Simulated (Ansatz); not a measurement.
**Ga3BAs2: what a guessed cell relaxes into**

The task: take a trial cell of Ga3BAs2 to zero force and stress.

Program: Ansatz 0.2.0. Level of theory: DFT PBE, scalar-relativistic, plane waves, PAW. These are calculated values, not measurements.

## 1. The starting structure

The structure is hexagonal, space group P-62m (No. 189). The conventional cell has a = 4.801 Å, b = 4.801 Å, c = 6.273 Å, α = 90.00°, β = 90.00°, γ = 120.00°. Around Ga (site symmetry m2m) lie 1 B at 1.59 Å and 2 As at 2.55 Å. B (site symmetry -62m) is surrounded by 3 Ga at 1.59 Å and 2 As at 1.99 Å. As (site symmetry 3m) is surrounded by 1 B at 1.99 Å and 1 As at 2.29 Å and 3 Ga at 2.55 Å.

Coordinates:

```
Ga B As
1.0
     4.80112    0.00000    0.00000
    -2.40056    4.15789    0.00000
     0.00000    0.00000    6.27305
Ga B As
3 1 2
Cartesian
  3.2152 0.0000 0.0000
  -1.6076 2.7845 0.0000
  0.7930 1.3734 0.0000
  0.0000 0.0000 0.0000
  0.0000 0.0000 1.9918
  0.0000 0.0000 4.2813
```

Recipe of the guess: random cell by space group and Wyckoff sites (P-62m, No. 189). The dimensions are guesses.

## 2. The guess as it stands, on a coarse mesh

Input file input.yaml:

```yaml
crystal:
  lattice:
    - [4.80112285, 0.0, 0.0]
    - [-2.40056143, 4.15789436, 0.0]
    - [0.0, 0.0, 6.27304541]
  atoms:
    - { symbol: Ga, position: [0.66968133, 0.0, 0.0] }
    - { symbol: Ga, position: [0.0, 0.66968133, 0.0] }
    - { symbol: Ga, position: [0.33031867, 0.33031867, 0.0] }
    - { symbol: B, position: [0.0, 0.0, 0.0] }
    - { symbol: As, position: [0.0, 0.0, 0.3175113] }
    - { symbol: As, position: [0.0, 0.0, 0.6824887] }
basis:
  ecutwfc: 420
kpoints:
  mp_grid: { grid: [6, 6, 4] }
hamiltonian:
  xc: pbe
scf:
  occupations: { method: gaussian, width: 0.1 }
  lower_state_search: "off"
output:
  forces: true
  stress: true
  eigenvalues: true
```

Run with:

```console
ansatz run input.yaml --threads 1 --pin off --max-ram 2560MiB --backend cpu --events-out ev --progress --plain --runs-dir out
```

The session goes on with these runs: a loose first relaxation; relaxation on the finer mesh.

**Question.** What will these runs give? Wanted: conventional cell; volume; energy over the elements; gap on the mesh.

**Answer**, as computed:

```
                              quantity                                                                       value
symmetry at the end (tolerance 0.05 Å)                                                 space group P-62m (No. 189)
                     conventional cell  a = 5.689 Å, b = 5.689 Å, c = 8.047 Å, α = 90.00°, β = 90.00°, γ = 120.00°
                                volume                                                               37.59 Å³/atom
              energy over the elements                                                               +0.41 eV/atom
                       gap on the mesh                                                                none (metal)
```

The space group P-62m (No. 189) is kept, and the volume per atom grows by 80.1 % from the first guess. With a positive formation energy it can't be a ground state. No finished test with a distortion of lower symmetry is shown, so the end may be a saddle point.
